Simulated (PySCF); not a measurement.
# One shape, several levels: SnCl2F2 (SMILES [F][Sn]([F])([Cl])[Cl])

Wanted: a comparison of 3 runs (HF/STO-3G, HF/def2-SVP, M06-2X/def2-TZVP) of SnCl2F2. The job is set up through a Python script.

The calculation is run with PySCF 2.14.0.

## 1. The structure to begin with

SnCl2F2: 5 atoms, total charge 0, spin state singlet. SMILES: `[F][Sn]([F])([Cl])[Cl]`. Geometry: relaxed at PBE0-D4/def2-TZVP.

Bond lengths: F1–Sn2 1.887 Å, Sn2–F3 1.887 Å, Sn2–Cl4 2.271 Å, Sn2–Cl5 2.271 Å. Angles: F1–Sn2–F3 105.5°, F1–Sn2–Cl4 109.3°, F1–Sn2–Cl5 109.3°, F3–Sn2–Cl4 109.2°, F3–Sn2–Cl5 109.2°, Cl4–Sn2–Cl5 114.0°.

## 2. Energy and forces at HF/STO-3G (run 1)

File run.py:

```python
# [F][Sn]([F])([Cl])[Cl]
from pyscf import gto, scf

mol = gto.M(
    atom='''
F       -0.136000      -0.318500       1.871500
Sn       0.031600      -0.036600       0.013600
F        1.509000      -1.080200      -0.523100
Cl      -1.837700      -0.793000      -1.030000
Cl       0.483000       2.154700      -0.373400
''',
    verbose=3,
    basis='sto-3g',
    max_memory=1860,
    spin=0,
)

mf = scf.RHF(mol)
mf.conv_tol = 1e-10
mf.kernel()
if not mf.converged:
    mf = mf.newton().run(mf.mo_coeff, mf.mo_occ)

etot = mf.e_tot
print('E = %.10f Eh' % etot)
grad = mf.nuc_grad_method().kernel()
dip = mf.dip_moment()
pop, q = mf.mulliken_pop()
```

The run is started by

```sh
$ OMP_NUM_THREADS=1 python run.py
```

The log of the run:

```text
converged SCF energy = -7068.69989685639
E = -7068.6998968564 Eh
--------------- RHF gradients ---------------
         x                y                z
0 F     0.0010578027    -0.0035454203     0.0121775247
1 Sn    -0.0183171449     0.0185398045    -0.0184054548
2 F     0.0101273628    -0.0077573347    -0.0009696422
3 Cl     0.0066819251     0.0003455151     0.0044783786
4 Cl     0.0004500542    -0.0075825647     0.0027191937
----------------------------------------------
Dipole moment(X, Y, Z, Debye):  0.79329, -0.80277,  0.80098
 ** Mulliken pop  **
pop of  0 F 1s            1.99936
pop of  0 F 2s            1.96801
pop of  0 F 2px           1.94827
pop of  0 F 2py           1.93370
pop of  0 F 2pz           1.47300
pop of  1 Sn 1s           2.00000
pop of  1 Sn 2s           1.99963
pop of  1 Sn 3s           1.99819
pop of  1 Sn 4s           2.00917
pop of  1 Sn 5s           0.90624
pop of  1 Sn 2px          2.00007
pop of  1 Sn 2py          2.00007
pop of  1 Sn 2pz          2.00007
pop of  1 Sn 3px          1.99808
pop of  1 Sn 3py          1.99803
pop of  1 Sn 3pz          1.99816
pop of  1 Sn 4px          1.99553
pop of  1 Sn 4py          1.99523
pop of  1 Sn 4pz          1.99598
pop of  1 Sn 5px          0.54588
pop of  1 Sn 5py          0.53522
pop of  1 Sn 5pz          0.56131
pop of  1 Sn 3dxy         1.99978
pop of  1 Sn 3dyz         1.99993
pop of  1 Sn 3dz^2        1.99968
pop of  1 Sn 3dxz         1.99986
pop of  1 Sn 3dx2-y2      1.99979
pop of  1 Sn 4dxy         1.99347
pop of  1 Sn 4dyz         1.99796
pop of  1 Sn 4dz^2        1.99060
pop of  1 Sn 4dxz         1.99595
pop of  1 Sn 4dx2-y2      1.99388
pop of  2 F 1s            1.99936
pop of  2 F 2s            1.96801
pop of  2 F 2px           1.64274
pop of  2 F 2py           1.79055
pop of  2 F 2pz           1.92164
pop of  3 Cl 1s           1.99998
pop of  3 Cl 2s           1.99907
pop of  3 Cl 3s           1.99249
pop of  3 Cl 2px          1.99418
pop of  3 Cl 2py          1.99841
pop of  3 Cl 2pz          1.99785
pop of  3 Cl 3px          1.65958
pop of  3 Cl 3py          1.90564
pop of  3 Cl 3pz          1.87662
pop of  4 Cl 1s           1.99998
pop of  4 Cl 2s           1.99907
pop of  4 Cl 3s           1.99249
pop of  4 Cl 2px          1.99903
pop of  4 Cl 2py          1.99217
pop of  4 Cl 2pz          1.99924
pop of  4 Cl 3px          1.94365
pop of  4 Cl 3py          1.54047
pop of  4 Cl 3pz          1.95771
 ** Mulliken atomic charges  **
charge of    0F =     -0.32234
charge of    1Sn =      1.49226
charge of    2F =     -0.32230
charge of    3Cl =     -0.42381
charge of    4Cl =     -0.42381
```

Wall time 11 s (1 thread of Intel Xeon at 2.50GHz (Skylake/Cascade Lake), shared host); peak memory 0.13 GiB.

## 3. Energy and forces at HF/def2-SVP (core potential) (run 2)

File run.py:

```python
# [F][Sn]([F])([Cl])[Cl]
from pyscf import gto

molecule = gto.M(
    atom='''
F     -0.257003    -0.601878     3.536622
Sn     0.059715    -0.069164     0.025700
F      2.851597    -2.041282    -0.988516
Cl    -3.472750    -1.498553    -1.946418
Cl     0.912738     4.071793    -0.705624
''',
    ecp={'Sn': 'def2-svp'},
    basis='def2-svp',
    unit='bohr',
    verbose=4,
    max_memory=1860,
    spin=0,
)

mf = molecule.RHF()
mf.conv_tol = 1e-10
mf.kernel()
if not mf.converged:
    mf = mf.newton().run(mf.mo_coeff, mf.mo_occ)

energy = mf.e_tot
print(f'total energy: {energy:.8f} hartree')
grad = mf.nuc_grad_method().kernel()
dip = mf.dip_moment()
pop, q = mf.mulliken_pop()
```

The run is started by

```sh
$ OMP_NUM_THREADS=1 python run.py
```

The log of the run:

```text
PySCF version 2.14.0

[... 61 lines left out ...]
converged SCF energy = -1330.90513745669
total energy: -1330.90513746 hartree
[... 11 lines left out ...]
Dipole moment(X, Y, Z, Debye): -0.99432,  1.00633, -1.00219
[... 96 lines left out ...]
charge of    4Cl =     -0.28803
```

Wall time 22 s (1 thread of Intel Xeon at 2.50GHz (Skylake/Cascade Lake), shared host); peak memory 0.18 GiB.

## 4. Energy and gradient at M06-2X/def2-TZVP (core potential) (run 3)

File run.py:

```python
import pyscf.grad
from pyscf import gto, dft

system = gto.M(
    atom='''
F       -0.136000      -0.318500       1.871500
Sn       0.031600      -0.036600       0.013600
F        1.509000      -1.080200      -0.523100
Cl      -1.837700      -0.793000      -1.030000
Cl       0.483000       2.154700      -0.373400
''',
    charge=0,
    verbose=4,
    ecp={'Sn': 'def2-svp'},
    spin=0,
    basis='def2-tzvp',
    max_memory=1860,
)

ks = dft.RKS(system, xc='m06-2x')
ks.conv_tol = 1e-10
ks.grids.level = 5
ks.kernel()
if not ks.converged:
    ks = ks.newton().run(ks.mo_coeff, ks.mo_occ)

e_tot = ks.e_tot
print(f'total energy: {e_tot:.8f} hartree')
grad = ks.Gradients().kernel()
ks.analyze()
```

The run is started by

```sh
$ OMP_NUM_THREADS=1 python run.py
```

The log of the run:

```text
PySCF version 2.14.0

[... 102 lines left out ...]
MO #2   energy= -102.679905277269  occ= 2
[... 22 lines left out ...]
MO #25  energy= -0.942458538474643 occ= 2
[... 22 lines left out ...]
MO #48  energy= 0.225504363930118  occ= 0
[... 22 lines left out ...]
MO #71  energy= 0.731868240712608  occ= 0
[... 22 lines left out ...]
MO #94  energy= 1.79045874776036   occ= 0
[... 22 lines left out ...]
MO #117 energy= 2.15887672338895   occ= 0
[... 22 lines left out ...]
MO #140 energy= 3.31435395136084   occ= 0
[... 22 lines left out ...]
MO #163 energy= 8.2817413825531    occ= 0
[... 22 lines left out ...]
MO #186 energy= 113.095518010812   occ= 0
[... 194 lines left out ...]
Dipole moment(X, Y, Z, Debye): -0.91954,  0.93073, -0.92683
```

Run time: 5.4 min. Hardware: 1 thread of Intel Xeon at 2.50GHz (Skylake/Cascade Lake), shared host; peak memory 2.7 GiB.

## 5. The series

| run | level | core potential | integration grid | energy (Eh) | dipole moment (D) | HOMO energy (eV) | LUMO energy (eV) | wall time |
| --- | --- | --- | --- | --- | --- | --- | --- | --- |
| 1 | HF/STO-3G | – | – | -7068.699897 | 1.38 | -10.86 | 5.72 | 11 s |
| 2 | HF/def2-SVP (core potential) | def2-svp | – | -1330.905137 | 1.73 | -13.61 | 0.76 | 22 s |
| 3 | M06-2X/def2-TZVP (core potential) | def2-svp | 5 | -1334.506636 | 1.60 | -11.62 | -2.13 | 5.4 min |

## 6. Outcome

| quantity | value |
| --- | --- |
| run 3: total energy | -1334.50664 Eh |
| run 3: dipole moment | 1.60 D |
| run 3: HOMO energy | -11.62 eV |
| run 3: LUMO energy | -2.13 eV |
| run 3: HOMO–LUMO gap | 9.49 eV |
| run 3: largest force on an atom | 0.139 eV/Å |

What this shows: The dipole moment (its size) runs from 1.38 D (HF/STO-3G) to 1.73 D (HF/def2-SVP). The two ends differ in basis and core potential. The two dipoles point in opposite directions. The HOMO–LUMO gap runs from 9.49 eV (M06-2X/def2-TZVP) to 16.58 eV (HF/STO-3G). The two ends differ in method and basis and core potential. Some runs of one species differ in core potentials or relativity; totals across that change don't compare. In run 1 the basis is minimal, so the values are rough. In run 1 relativity is left out where basis or elements ask for it. All runs together took 6 min, the longest 5.4 min.
